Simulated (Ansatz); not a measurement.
**CH₅ClMoN₂O: basis-set convergence**

Aim: see how fast density functionals converge with the basis set for CH₅ClMoN₂O.

Computed with Ansatz 0.2.0, Gaussian basis. Level: one geometry, several basis sets.

The runs, in order: PBE0-D4/def2-SVP; ωB97M-V/def2-SVP; PBE0-D4/def2-QZVPP; ωB97M-V/def2-QZVPP; the functionals' def2-TZVPP values are taken from earlier runs.

## Step 1: The relaxed structure

All runs share one geometry, relaxed beforehand with PBE0-D4 in a triple-zeta def2 set. Mo takes the def2 core potential; no spin-orbit term is included.

SMILES `C[N]=[Mo]([NH2])(=[O])[Cl]`, 11 atoms, charge 0, spin multiplicity 1.

Atoms are counted from 1 here; the program's logs count them from 0.

Bond lengths: C1–N2 1.418 Å, C1–H7 1.096 Å, C1–H8 1.095 Å, C1–H9 1.095 Å, N2–Mo3 1.722 Å, Mo3–N4 1.927 Å, Mo3–O5 1.680 Å, Mo3–Cl6 2.287 Å, N4–H10 1.010 Å, N4–H11 1.008 Å. Angles: N2–C1–H7 111.8°, N2–C1–H8 109.8°, N2–C1–H9 109.7°, H7–C1–H8 109.0°, H7–C1–H9 108.9°, H8–C1–H9 107.7°, C1–N2–Mo3 151.6°, N2–Mo3–N4 105.3°, N2–Mo3–O5 109.6°, N2–Mo3–Cl6 108.3°, N4–Mo3–O5 110.8°, N4–Mo3–Cl6 112.2°, O5–Mo3–Cl6 110.4°, Mo3–N4–H10 121.8°, Mo3–N4–H11 125.2°, H10–N4–H11 111.5°.

## Step 2: PBE0-D4 in def2-SVP

in.yaml

```yaml
crystal:
  periodic: [false, false, false]
  atoms:
    - {symbol: C, position_ang: [-0.688344, -1.309944, -1.426706]}
    - {symbol: N, position_ang: [-0.532582, -0.376439, -0.370181]}
    - {symbol: Mo, position_ang: [0.165588, 1.045963, 0.302838]}
    - {symbol: N, position_ang: [0.955061, 0.485479, 1.968509]}
    - {symbol: O, position_ang: [1.336996, 1.647854, -0.739880]}
    - {symbol: Cl, position_ang: [-1.497806, 2.586014, 0.609070]}
    - {symbol: H, position_ang: [0.008108, -1.113452, -2.249198]}
    - {symbol: H, position_ang: [-1.712973, -1.267154, -1.810306]}
    - {symbol: H, position_ang: [-0.515542, -2.324063, -1.051288]}
    - {symbol: H, position_ang: [1.733739, 0.979653, 2.381098]}
    - {symbol: H, position_ang: [0.813254, -0.410912, 2.406744]}
basis:
  gaussian: {orbitals: def2-SVP}
hamiltonian: {xc: pbe0, dispersion: d4}
output: {orbitals: {seedname: orbitals}}
```

Run with:

```console
ansatz run in.yaml --threads 4 --pin off --events-out ev --progress --plain --max-ram 11315MiB
```

After this run come: ωB97M-V in def2-SVP; PBE0-D4 in def2-QZVPP; ωB97M-V in def2-QZVPP.

Q: Predict the results of all the runs planned. Wanted: PBE0-D4: double and triple zeta above quadruple; ωB97M-V: double and triple zeta above quadruple.

**Answer**, as computed:

```
                                       quantity           value
PBE0-D4: double and triple zeta above quadruple  13.05, 0.83 eV
ωB97M-V: double and triple zeta above quadruple  13.22, 0.80 eV
```

What this shows: PBE0-D4 gains 12.22 eV from double to triple zeta, then 0.83 eV more. These are total energies; as a rule much of such shifts cancels in differences, which this series doesn't test.
